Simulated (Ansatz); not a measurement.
# Ru: a line through a two-coordinate scan

One table from this session's results is given with a row withheld; the runs are named, their logs left out.

Method: DFT PBE, scalar-relativistic, plane waves, PAW, in Ansatz 0.2.0.

16 further runs of the same task are left out: 16 set aside as unsound or not needed.

## The structure to begin with

It takes space group P6_3/mmc (No. 194, hexagonal). The conventional cell has a = 2.720 Å, b = 2.720 Å, c = 4.297 Å, α = 90.00°, β = 90.00°, γ = 120.00°. Ru (site symmetry -6m2) has 12 Ru at 2.66 to 2.72 Å as nearest neighbours.

Structure file:

```
CELL_PARAMETERS angstrom
2.71980 0.00000 0.00000
-1.35990 2.35541 0.00000
0.00000 0.00000 4.29666
ATOMIC_POSITIONS crystal
Ru 0.33333 0.66667 0.25000
Ru 0.66667 0.33333 0.75000
```

It is the result of an earlier relaxation at this level (volume 13.76 Å³/atom; gap on the mesh: none (metal)).

## The scan

The energy is mapped over volume and the cell's shape.

- volume per atom: 7 values from 12.11 to 15.41 Å³
- c/a of the conventional cell: 7 values from 1.317 to 1.895

Nothing else is relaxed (symmetry fixes all fractional coordinates). Energies count from the relaxed crystal. Points are written as (first, second).

Set-up of the first run:

input.yaml reads:

```yaml
crystal:
  lattice:
    - [2.5541361845, 0.0, 0.0]
    - [-1.2770680923, 2.2119468205, 0.0]
    - [0.0, 0.0, 4.2873729992]
  atoms:
    - { symbol: Ru, position: [0.3333333333, 0.6666666667, 0.25] }
    - { symbol: Ru, position: [0.6666666667, 0.3333333333, 0.75] }
basis:
  ecutwfc: 420
kpoints:
  mp_grid: { grid: [21, 21, 12] }
hamiltonian:
  xc: pbe
  pseudopotentials: { kind: paw, azcp: { folder: soft_1 } }
scf:
  occupations: { method: gaussian, width: 0.15 }
output:
  forces: true
  stress: true
  eigenvalues: true
```

On the command line:

```bash
ansatz run input.yaml --threads 1 --pin off --max-ram 2048MiB --backend cpu --events-out ev --progress --plain --runs-dir out
```

Steps of the session up to this table: Point (12.11 Å³, 1.679); Grid point (12.66 Å³, 1.679); Point (13.76 Å³, 1.679); The run at (14.86 Å³, 1.679); The run at (15.41 Å³, 1.679).

One of the session's tables, all rows but one given; the rest of the session is left out.

| volume per atom (Å³) | energy (meV/atom) | slope (meV/atom per Å³) | pressure (GPa) |
| --- | --- | --- | --- |
| 12.11 | 305 | −345 | 55 |
| 12.66 | 155 | −204 | 33 |
| 13.21 | 75 | −93 | 15 |
| 13.76 | 49 | −4 | 1 |
| 14.31 | 67 | 65 | −10 |
| 14.86 | ? | ? | ? |
| 15.41 | 197 | 163 | −26 |

Q: Estimate the row for volume per atom (Å³) = 14.86 from the others.

Worked estimate for «energy (meV/atom)». A straight line through the neighbours (14.31, 67) and (15.41, 197) gives 67 + (197 − 67) × (14.86 − 14.31) / (15.41 − 14.31) = 132; a parabola fitted to 3 rows on both sides gives 116.

**Answer.** energy (meV/atom): 118; slope (meV/atom per Å³): 120; pressure (GPa): −19. In «energy (meV/atom)» the line misses by +14 and the parabola by -2.

Energies count from the relaxed crystal. Rows without a step come from runs not printed here or follow by symmetry. Slopes come from the forces (and the stress, where the cell changes), not from differences of energies.

What this shows: The lowest point of the line is at 13.76 Å³, 49 meV/atom from the zero. A fit to energies and slopes at the lowest point and its two neighbours puts the minimum at 13.793 Å³, with a curvature of about 140 meV/atom per (Å³)². V·d²E/dV² there is about 310 GPa, a bulk modulus under this line's constraint. The well is lopsided: two grid steps out, the energy rises by 106 meV/atom towards smaller values and 69 meV/atom towards larger ones. The highest point computed, at 12.11 Å³, lies 256 meV/atom above the lowest. This is one cut through a surface in two coordinates; the map's lowest point lies off it.
